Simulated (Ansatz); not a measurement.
Working through a relaxed scan of one distance of ClGe₂H₄, SMILES [Cl][GeH][GeH3]

Program: the Ansatz DFT code, driven from Python.

Notebook, run cell by cell (the value of a cell's last expression is shown):

```python
import ansatz as az
import numpy as np
```

```python
BASIS_SET = "def2-SVP"
XC = "hf"
```

```python
geometry_ang = [
    ("Cl", [-2.4167, -1.4267, -0.2701]),
    ("Ge", [-0.3043, -1.3965, -0.2331]),
    ("Ge", [0.4705, 0.8608, -0.1615]),
    ("H", [0.2573, -2.1496, 1.0215]),
    ("H", [0.019, 1.6197, -1.421]),
    ("H", [-0.0442, 1.5684, 1.1247]),
    ("H", [2.0796, 0.856, -0.106]),
]
molecule = az.Crystal.molecule()
for symbol, xyz in geometry_ang:
    molecule = molecule.atom(symbol, xyz)
```

```python
model = molecule.calculation()
model = model.basis(gaussian=BASIS_SET)
model = model.functional(XC)
model = model.spin("collinear", total=1)
symbols = [site.symbol for site in molecule.cartesian_sites]
pairs = [(0, 1), (1, 2), (1, 3), (2, 4), (2, 5), (2, 6)]
print("held (A)   E (eV)        ", "  ".join(f"{symbols[i]}{i}-{symbols[j]}{j}" for i, j in pairs))
for length in [1.44, 1.57, 1.69, 1.88, 2.12]:
    rep = model.relax(constraints=[az.DistanceConstraint((1, 3), at=length)], force_tolerance=0.02, max_steps=60).run(threads=1).report
    xyz = np.array(rep["positions_ang"])
    print(f"{length:6.2f} {rep['free_energy_ev']:14.5f}  ", "  ".join(f"{np.linalg.norm(xyz[i] - xyz[j]):.3f}" for i, j in pairs))
```

    held (A)   E (eV)         Cl0-Ge1  Ge1-Ge2  Ge1-H3  Ge2-H4  Ge2-H5  Ge2-H6
    DeckWarning: relax.constraints: the input's atoms, or those drawn, lie off the distances that are held; a relaxation that starts there is brought onto them ahead of its first SCF, by positions alone, an atom by 6.37e-2 Å at the most. With the symmetry [...]
      1.44  -125496.30266   2.192  2.463  1.440  1.530  1.534  1.534
      1.57  -125496.39329   2.191  2.467  1.570  1.530  1.533  1.534
      1.69  -125496.23723   2.189  2.470  1.690  1.531  1.532  1.533
      1.88  -125495.75181   2.186  2.478  1.880  1.531  1.531  1.532
      2.12  -125495.03439   2.190  2.493  2.120  1.532  1.531  1.533

What to keep in mind:
- Total energies depend on the basis set; only differences at equal settings carry meaning.
- Warnings are shown shortened and without file and line.
- The energies are electronic: no zero-point or thermal terms, and the basis set is short of its limit.
- The run takes the species as open-shell (spin multiplicity 2), which needn't be its ground state.
- The expectation value of S² is noticeably off S(S+1) in at least one run, so that state is spin-contaminated.
- Hardware and time: 3.5 min on 1 thread of Arm Neoverse V1, on a shared host, peak memory 0.47 GiB.
